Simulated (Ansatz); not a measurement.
# CH₅BGeO: one species, many methods

An exercise on one series of results from a longer session: the logs are not shown, and one member is left open.

The runs use Ansatz 0.2.0, Gaussian basis; functionals in def2-TZVPP, the program's frozen cores in correlated methods.

Plan: LDA (SPW92), PBE-D4, revPBE-D4, BLYP-D4, r2SCAN-D4, B97M-V, PBE0-D4, B3LYP-D4, r2SCANh-D4, r2SCAN0-D4, HSE06-D4, BHLYP-D4, CAM-B3LYP-D4, LC-ωPBE, ωB97X-V, ωB97M-V, B2PLYP, PBE-QIDH; CCSD(T)/def2-SVP; CCSD(T)/def2-TZVPP; MP2/def2-QZVPP; extrapolation to the limit; RPA on PBE.

## The geometry

An earlier PBE0-D4 in a triple-zeta def2 set relaxation fixed the geometry.

SMILES `[BH2][GeH2][CH]=O`, 9 atoms, charge 0, spin multiplicity 1.

Atoms are counted from 1 here; the program's logs count them from 0.

Bond lengths: B1–Ge2 2.051 Å, B1–H5 1.193 Å, B1–H6 1.194 Å, Ge2–C3 2.023 Å, Ge2–H7 1.542 Å, Ge2–H8 1.534 Å, C3–O4 1.196 Å, C3–H9 1.116 Å. Angles: Ge2–B1–H5 121.6°, Ge2–B1–H6 119.4°, H5–B1–H6 118.9°, B1–Ge2–C3 106.4°, B1–Ge2–H7 111.4°, B1–Ge2–H8 116.3°, C3–Ge2–H7 104.9°, C3–Ge2–H8 107.1°, H7–Ge2–H8 109.9°, Ge2–C3–O4 123.3°, Ge2–C3–H9 116.4°, O4–C3–H9 120.3°.

Set-up of the first run:

Input file in.yaml:

```yaml
crystal:
  periodic: [false, false, false]
  atoms:
    - {symbol: B, position_ang: [-0.961510, 1.346818, -0.431254]}
    - {symbol: Ge, position_ang: [0.739097, 0.233632, -0.157260]}
    - {symbol: C, position_ang: [0.136893, -1.567121, 0.540045]}
    - {symbol: O, position_ang: [0.054465, -2.542684, -0.147578]}
    - {symbol: H, position_ang: [-1.354249, 1.631763, -1.521067]}
    - {symbol: H, position_ang: [-1.605338, 1.676904, 0.518983]}
    - {symbol: H, position_ang: [1.619499, 0.818745, 0.965623]}
    - {symbol: H, position_ang: [1.590457, -0.027492, -1.406762]}
    - {symbol: H, position_ang: [-0.130814, -1.616766, 1.622169]}
basis:
  gaussian: {orbitals: def2-TZVPP}
hamiltonian: {xc: lda}
output: {orbitals: {seedname: orbitals}}
```

Among the steps run: LDA; PBE-D4 (GGA); revPBE-D4 (GGA); BLYP-D4 (GGA); r2SCAN-D4 (meta-GGA); B97M-V (meta-GGA); PBE0-D4 (hybrid); B3LYP-D4 (hybrid); r2SCANh-D4 (hybrid); r2SCAN0-D4 (hybrid); HSE06-D4 (hybrid); BHLYP-D4 (hybrid); CAM-B3LYP-D4 (range-separated); LC-ωPBE (range-separated); ωB97X-V (range-separated); ωB97M-V (range-separated); B2PLYP (double hybrid); PBE-QIDH (double hybrid).

One of the session's tables, all rows but one given; the rest of the session is left out.

It belongs to the step «Frontier levels by functional». 

| functional | HOMO (eV) | LUMO (eV) | gap (eV) |
| --- | --- | --- | --- |
| LDA (SPW92) | ? | ? | ? |
| PBE-D4 | -5.78 | -3.65 | 2.13 |
| revPBE-D4 | -5.72 | -3.55 | 2.17 |
| BLYP-D4 | -5.67 | -3.51 | 2.16 |
| r2SCAN-D4 | -5.97 | -3.40 | 2.58 |
| B97M-V | -6.07 | -3.49 | 2.58 |
| PBE0-D4 | -6.98 | -2.76 | 4.23 |
| B3LYP-D4 | -6.79 | -2.97 | 3.83 |
| r2SCANh-D4 | -6.43 | -3.08 | 3.35 |
| r2SCAN0-D4 | -7.15 | -2.60 | 4.55 |
| HSE06-D4 | -6.59 | -3.14 | 3.45 |
| BHLYP-D4 | -8.22 | -1.76 | 6.46 |
| CAM-B3LYP-D4 | -8.28 | -1.68 | 6.61 |
| LC-ωPBE | -9.50 | -0.48 | 9.02 |
| ωB97X-V | -9.21 | -0.59 | 8.62 |
| ωB97M-V | -9.13 | -0.83 | 8.31 |

Q: Estimate the row for LDA (SPW92) from the others.

The run gave: HOMO (eV): -5.95; LUMO (eV): -3.90; gap (eV): 2.04. In the column «HOMO (eV)» it lies between r2SCAN-D4 (-5.97) and PBE-D4 (-5.78).
